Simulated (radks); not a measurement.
# Ionisation energy and size from B⁺ to Tl⁺

One table from this session's results is given with a row withheld; the runs are named, their logs left out.

The numbers are computed with radks (a radial shooting solver on a logarithmic mesh, Libxc functionals) version 1 (Dirac Kohn-Sham, PBE, spin-unpolarised, spherical densities, finite nucleus), except any that are marked as measured or tabulated.

### The system

```
species : B⁺, Al⁺, Ga⁺, In⁺, Tl⁺
runs    : 10, each species and its next ion
```

The first run:

Settings of this run:

```text
Z 5
configuration [He] 2s2
relativity Dirac
functional pbe,pbe
spin unpolarised
j_filling energy
nucleus finite rms 2.406 fm
c 137.035999084
```

Among the steps run: B⁺, [He] 2s2; B²⁺, [He] 2s1; Al⁺, [Ne] 3s2; Al²⁺, [Ne] 3s1; Ga⁺, [Ar] 3d10 4s2; Ga²⁺, [Ar] 3d10 4s1; In⁺, [Kr] 4d10 5s2; In²⁺, [Kr] 4d10 5s1; Tl⁺, [Hg]; Tl²⁺, [Xe] 4f14 5d10 6s1.

One table of the session follows, with a row left open; its other results are not shown here.

```
species  Δ-SCF (eV)  −ε(HOMO) (eV)  its <r> (bohr)
     B⁺      25.422         19.511            1.78
    Al⁺      19.225         14.810            2.38
    Ga⁺      21.128         16.330            2.22
    In⁺           ?              ?               ?
    Tl⁺      20.775         16.302            2.39
```

Estimate the missing values for In⁺.

The run gave: Δ-SCF (eV): 19.235; −ε(HOMO) (eV): 14.923; its <r> (bohr): 2.48. In the column «Δ-SCF (eV)» it lies between Al⁺ (19.225) and Tl⁺ (20.775).

Spin polarisation and multiplet splitting are left out, so open shells lie too high by an amount that depends on their filling.
